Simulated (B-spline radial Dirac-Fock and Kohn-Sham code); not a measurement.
# An X-ray data sheet for Ca⁶⁺, step by step

Aim: for Ca⁶⁺, compute its X-ray form factor and Compton profile, the binding energy of each subshell, how cheaper methods do for the levels, its photoionisation cross sections and the widths and yields of its core holes.

Method: a free atom or ion on a radial basis; each step names its model; computed with B-spline radial Dirac-Fock and Kohn-Sham code, version 2.

## 1. What is computed

Ca⁶⁺ in the configuration 1s2 2s2 2p6 3s2 3p2.

* nuclear charge: 20
* electrons: 14
* mass number: 40
* nuclear rms radius: 3.4776 fm

Outer shells as boxes (Hund's rule, for the drawing alone; heavy ions are jj-coupled, and the calculation averages over the configuration):

```
[Ne] core
3s [↑↓]
3p [↑ ][↑ ][  ]
```

## 2. X-ray scattering functions

Model: Dirac-Fock average of configuration, finite nucleus; form factor of the spherical density, Waller-Hartree incoherent function, impulse-approximation Compton profiles.

The run's settings:

```ini
task = scatter
Z = 20
charge = 6
configuration = 1s2 2s2 2p6 3s2 3p2
mass_number = 40
rms_radius = 3.4776  # fm
s = [0.0, 0.03, 0.04, 0.05, 0.07, 0.09, 0.11, 0.15, 0.19, 0.25, 0.32, 0.42, 0.54, 0.71, 0.91, 1.19, 1.54, 1.99, 2.58, 3.35, 4.35, 5.64, 7.31]  # 1/A
pz = [0, 0.1, 0.2, 0.3, 0.4, 0.5, 0.6, 0.8, 1.0, 1.2, 1.4, 1.6, 1.8, 2.0, 2.5, 3.0, 4.0, 5.0, 7.0, 10.0, 15.0, 20.0, 30.0, 40.0, 60.0, 100.0]  # a.u.
photon_energy = [1000, 2000, 5000, 17479.3, 20000, 100000, 500000, 1000000]  # eV
```

## 3. Core and valence levels

Model: Dirac-Fock average of configuration, Delta-SCF, finite nucleus, first-order Breit with its frequency dependence, self-energy and vacuum polarisation.

Settings, as recorded:

```ini
task = binding
```

## 4. The levels by Dirac LDA

Model: Dirac-Kohn-Sham LDA (Slater exchange, VWN correlation), finite nucleus, spherical and without spin polarisation.

Settings, as recorded:

```ini
task = binding-ladder
method = lda,vwn
relativity = dirac
```

## 5. Subshell cross sections

Model: independent-particle photoionisation: Dirac-Hartree-Slater potential of the initial state with a Latter tail for bound and continuum orbitals, all multipoles in the length form, thresholds from Dirac-Fock Delta-SCF.

Recorded inputs:

```ini
task = photo
photon_energy = [21.22, 60, 150, 243.0, 252.0, 253.0, 1470.0, 2420.0, 2984.4, 3580.0, 8047.8, 17479.3, 40000, 54400.0, 80000, 146000.0]  # eV
```

## 6. Decay of the holes

Model: independent-particle rates: relativistic LDA orbitals of the hole state, multipoles to L = 3 (length form), Coulomb Auger matrix elements with a Latter-tail continuum; energies from Dirac-Fock.

The run's settings:

```ini
task = decay
holes = ["K", "L1", "L2", "L3", "M1"]
```

## 7. The levels by non-relativistic HF

Model: non-relativistic Hartree-Fock, average of configuration, point nucleus.

Settings, as recorded:

```ini
task = binding-ladder
method = hf
relativity = nr
```

(Steps that only read results are left out.)

**Question.** What will these runs give? Wanted: rms radius of the electron cloud; form factor halves at; Compton profile at zero; deepest level listed, K; least bound, M2,3; Kα1; Dirac LDA, K: eigenvalue / ΔSCF; K hole: width, yield; non-relativistic HF, 1s: eigenvalue / ΔSCF.

As calculated:

```
                                  quantity                          value
          rms radius of the electron cloud                     0.673 bohr
                     form factor halves at                       0.68 1/Å
                   Compton profile at zero                   2.381 1/a.u.
              deepest level listed, K (1s)                      4167.8 eV
                    least bound, M2,3 (3p)                       125.0 eV
                                       Kα1                      3698.3 eV
  ionisation energy, NIST (semi-empirical)                     127.210 eV
           Dirac LDA, K: eigenvalue / ΔSCF             4050.2 / 4174.5 eV
                        total at 1470.0 eV                         121 kb
           strongest subshell at 1470.0 eV  L3 (2p3/2), 48.4 kb, β = 1.36
                      K hole: width, yield                0.729 eV, 0.167
                              its lifetime                       0.903 fs
                        its strongest line          Kα1 (K-L3), 3698.3 eV
non-relativistic HF, 1s: eigenvalue / ΔSCF             4176.1 / 4150.9 eV
```

**Reading.** The form factor starts at the 14 electrons and halves by s = 0.68 1/Å. Incoherent scattering outweighs coherent from 100 keV on, among the energies asked. The K (1s) level lies 25.5 eV under Koopmans' value by relaxation alone; Breit gives -3.32 and QED -1.45 eV. NIST's ionisation energy differs by +2.19 eV from the least binding energy; the calculation averages open shells over their j components and terms. Dirac LDA misses the K level by -2.8 % with its eigenvalue and by +0.2 % with ΔSCF, so total-energy differences mend most of the error. L3 (2p3/2) leads at 1470.0 eV with 40 % of the total, and the K shell holds 91 % at 146000 eV. Under 200 eV, coupling between channels can change such values by tens of per cent. The K hole lives 0.90 fs and decays mostly by electron emission (yield 0.17). Non-relativistic HF misses the 1s level by +0.2 % with its eigenvalue and by -0.4 % with ΔSCF. The Hartree-Fock and Dirac-Fock values hold no electron correlation.
